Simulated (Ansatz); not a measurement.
# doublet CH6GaN+ at 5 levels

We compute a comparison of 5 runs (U-wB97M-V/6-31G*, UB3LYP/6-31G*, UMP2/6-31G*, UCCSD/6-31G*, UCCSD(T)/6-31G*) of doublet CH6GaN+. 

Program for the calculation: Ansatz 0.2.0.

65 further runs of the same task are left out: 1 that didn't finish, 64 set aside as unsound or not needed.

### Step 1. The structure to begin with

CH6GaN+: 9 atoms, total charge +1, spin state doublet. SMILES of the parent species: `[CH3][GaH][NH2]`. The coordinates come from a PBE0-D4/def2-TZVP relaxation. That shape belongs to the parent species and isn't relaxed for this state.

Bond lengths: C1–Ga2 1.962 Å, Ga2–N3 1.819 Å, C1–H4 1.093 Å, C1–H5 1.093 Å, C1–H6 1.091 Å, Ga2–H7 1.566 Å, N3–H8 1.006 Å, N3–H9 1.006 Å. Some angles: C1–Ga2–N3 118.1°, C1–Ga2–H7 126.4°, N3–Ga2–H7 115.5°, Ga2–C1–H4 110.4°, Ga2–C1–H5 110.5°, Ga2–C1–H6 111.7°, Ga2–N3–H8 124.0°, Ga2–N3–H9 124.3°, H4–C1–H5 107.2°, H4–C1–H6 108.5°.

### Step 2. A single-point energy at U-wB97M-V/6-31G(d) (spherical functions) (run 1)

The input, molecule.yaml:

```yaml
crystal:
  periodic: [false, false, false]
  atoms:
    - {symbol: C, position_ang: [-0.279100, 0.944700, -1.124800]}
    - {symbol: Ga, position_ang: [0.513400, -0.531900, -0.104400]}
    - {symbol: N, position_ang: [-0.068200, -0.807600, 1.596800]}
    - {symbol: H, position_ang: [-0.756000, 0.568300, -2.033100]}
    - {symbol: H, position_ang: [0.493400, 1.652200, -1.435600]}
    - {symbol: H, position_ang: [-1.026300, 1.483500, -0.540100]}
    - {symbol: H, position_ang: [1.617900, -1.521300, -0.608700]}
    - {symbol: H, position_ang: [0.276500, -1.536600, 2.197700]}
    - {symbol: H, position_ang: [-0.771600, -0.251300, 2.052200]}
basis:
  gaussian:
    orbitals: 6-31G_st_-spherical.json
total_charge: 1
magnetization:
  spin_polarized: true
  initial_magnetization: 1
hamiltonian:
  xc: {name: wB97M-V}
accuracy: high
output: {orbitals: {seedname: orbitals}}
```

The basis set 6-31G* is read from a file made from the Basis Set Exchange's data (not shown).

Run with:

```console
ansatz run molecule.yaml --threads 1 --pin off --max-ram 3480MiB --events-out events.jsonl --progress --plain --runs-dir runs
```

Log:

```text
Warning: RAYON_NUM_THREADS=1 ignored (pool sized by the plan → 1); use --threads N
Functional definition: wB97M-V
  name "wB97M-V"
  parameter omega = 0.3/bohr
  parameter cx = 0.15
  parameter cx01 = 1.007
  parameter cx10 = 0.259
  parameter css00 = 0.443
  parameter css04 = -1.437
  parameter css10 = -4.535
  parameter css20 = -3.390
  parameter css43 = 4.278
  parameter cos00 = 1.000
  parameter cos10 = 1.358
  parameter cos20 = 2.924
  parameter cos21 = -8.812
  parameter cos60 = -1.390
  parameter cos61 = 9.142
  parameter b = 6.0
  parameter c = 0.01
  gx(w, u) = 1 - cx + cx01*u + cx10*w
  gss(w, u) = css00 + css04*u^4 + css10*w + css20*w^2 + css43*w^4*u^3
  gos(w, u) = cos00 + cos10*w + (cos20 + cos21*u)*w^2 + (cos60 + cos61*u)*w^6
  exchange = spin_sum(e_x_unif_sr(omega)*gx(b97_w, b97_u_x)) + cx*exact_x_sr(omega) + exact_x_lr(omega)
  correlation = spin_sum(e_c_pw_mod_same_spin*gss(b97_w, b97_u_same))
      + integral(e_c_pw_mod_opposite_spin*gos(b97_w_opposite, b97_u_opposite)) + vv10(b, c)
1650 factors; integrals over basis functions are off by at most 4.7e-9 eV
342 factors; integrals over basis functions are off by at most 2.6e-9 eV
mean field evaluation 1: about -54967.5203 eV, gradient 5.4e1 eV
mean field evaluation 2: about -54954.0189 eV, gradient 7.1e1 eV
mean field evaluation 4: about -54980.4736 eV, gradient 5.0e0 eV
mean field evaluation 8: about -54980.8305 eV, gradient 5.5e-1 eV
mean field evaluation 16: about -54980.8496 eV, gradient 1.5e-2 eV
mean field evaluation 32: about -54981.7841 eV, gradient 2.9e-5 eV
mean field -54981.78411786 eV, -2020.5432983394 hartree, gradient 1.7e-8 eV, S^2 0.753093; 2 other end points of the search recorded, 0 dependent functions left out
reference -54981.78412382 eV, -2020.5432985585 hartree; 25, 24 occupied and 47, 48 virtual orbitals, 1650 factors
Total energy: -54981.78412382 eV, -2020.5432985585 hartree
```

It took 2.4 min on 1 thread of Arm Neoverse V1, shared host; peak memory 0.97 GiB.

### Step 3. The energy at UB3LYP/6-31G(d) (spherical functions) (run 2)

The input, input.yaml:

```yaml
crystal:
  periodic: [false, false, false]
  atoms:
    - {symbol: C, position_ang: [-0.279100, 0.944700, -1.124800]}
    - {symbol: Ga, position_ang: [0.513400, -0.531900, -0.104400]}
    - {symbol: N, position_ang: [-0.068200, -0.807600, 1.596800]}
    - {symbol: H, position_ang: [-0.756000, 0.568300, -2.033100]}
    - {symbol: H, position_ang: [0.493400, 1.652200, -1.435600]}
    - {symbol: H, position_ang: [-1.026300, 1.483500, -0.540100]}
    - {symbol: H, position_ang: [1.617900, -1.521300, -0.608700]}
    - {symbol: H, position_ang: [0.276500, -1.536600, 2.197700]}
    - {symbol: H, position_ang: [-0.771600, -0.251300, 2.052200]}
basis:
  gaussian: {orbitals: 6-31G_st_-spherical.json}
hamiltonian: {xc: {name: B3LYP}}
accuracy: high
magnetization: {spin_polarized: true, initial_magnetization: 1}
output: {orbitals: {seedname: orbitals}}
total_charge: 1
```

The basis set 6-31G* is read from a file made from the Basis Set Exchange's data (not shown).

Run with:

```console
ansatz run input.yaml --threads 1 --pin off --max-ram 3480MiB --events-out events.jsonl --progress --plain --runs-dir runs
```

Log:

```text
Warning: RAYON_NUM_THREADS=1 ignored (pool sized by the plan → 1); use --threads N
Functional definition: B3LYP
  name "B3LYP"
  parameter a0 = 0.2
  parameter ax = 0.72
  parameter ac = 0.81
  exchange = (1 - a0 - ax)*slater_x + ax*b88_x + a0*exact_x
  correlation = (1 - ac)*vwn_rpa_c + ac*lyp_c
1650 factors; integrals over basis functions are off by at most 4.7e-9 eV
mean field evaluation 1: about -54963.2684 eV, gradient 7.1e1 eV
mean field evaluation 2: about -54904.6441 eV, gradient 1.1e2 eV
mean field evaluation 4: about -54981.9320 eV, gradient 3.2e1 eV
mean field evaluation 8: about -54987.4613 eV, gradient 6.0e-1 eV
mean field evaluation 16: about -54987.5956 eV, gradient 4.2e-3 eV
mean field evaluation 32: about -54987.6195 eV, gradient 2.3e-8 eV
mean field -54987.61948477 eV, -2020.7577441180 hartree, gradient 2.6e-8 eV, S^2 0.757517; 3 other end points of the search recorded, 0 dependent functions left out
reference -54987.61952547 eV, -2020.7577456140 hartree; 25, 24 occupied and 47, 48 virtual orbitals, 1650 factors
Total energy: -54987.61952547 eV, -2020.7577456140 hartree
```

Wall time 26 s (1 thread of Arm Neoverse V1, shared host); peak memory 0.35 GiB.

Runs 3 to 4 aren't shown in full; the table further down has their settings and results.

### Step 4. The energy at UCCSD(T)/6-31G(d) (spherical functions) (run 5)

Changes to molecule.yaml since step 2:

```diff
@@ -13,11 +13,7 @@
 basis:
-  gaussian:
-    orbitals: 6-31G_st_-spherical.json
+  gaussian: {orbitals: 6-31G_st_-spherical.json}
+correlation: {method: ccsd_t, frozen_orbitals: {C: 1, Ga: 9, H: 0, "N": 1}}
 total_charge: 1
-magnetization:
-  spin_polarized: true
-  initial_magnetization: 1
-hamiltonian:
-  xc: {name: wB97M-V}
+scf: {omitted_lower_state_checks: [cluster_reference, increment]}
+magnetization: {spin_polarized: true, initial_magnetization: 1}
 accuracy: high
-output: {orbitals: {seedname: orbitals}}
```

The basis set 6-31G* is read from a file made from the Basis Set Exchange's data (not shown).

Run with:

```console
ansatz run molecule.yaml --threads 1 --pin off --max-ram 3480MiB --events-out events.jsonl --progress --plain --runs-dir runs
```

Log:

```text
Warning: RAYON_NUM_THREADS=1 ignored (pool sized by the plan → 1); use --threads N
[... 14 lines left out ...]
11 core orbitals not correlated: weight in the atoms' cores, before any rotation towards them, 1.000 or more for the frozen orbitals, at most 0.000 for the correlated occupied ones
[... 32 lines left out ...]
Total energy: -54940.14568653 eV, -2019.0131142117 hartree
Checks for a lower state left out: cluster_reference, increment
```

Wall time 44 s (1 thread of Arm Neoverse V1, shared host); peak memory 0.55 GiB.

### Step 5. The series

| run | level | frozen core orbitals | energy (Eh) | ⟨S²⟩ | wall time |
| --- | --- | --- | --- | --- | --- |
| 1 | U-wB97M-V/6-31G* (spherical functions) | – | -2020.543299 | 0.753 | 2.4 min |
| 2 | UB3LYP/6-31G* (spherical functions) | – | -2020.757746 | 0.758 | 26 s |
| 3 | UMP2/6-31G* (spherical functions) | 11 | -2018.979735 | 0.759 | 6 s |
| 4 | UCCSD/6-31G* (spherical functions) | 11 | -2019.002362 | 0.759 | 33 s |
| 5 | UCCSD(T)/6-31G* (spherical functions) | 11 | -2019.013114 | 0.759 | 44 s |

### Step 6. What came out

| quantity | value |
| --- | --- |
| run 5: total energy | -2019.01311 Eh |
| run 5: correlation energy (11 core orbitals frozen) | -525.3 mEh |
| run 5: (T) correction | -10.75 mEh |
| run 5: ⟨S²⟩ of the reference determinant | 0.759 |
| run 5: T1 diagnostic | 0.011 |

Totals of different functionals can't be ranked against each other. All runs together took 4.2 min, the longest 2.4 min.
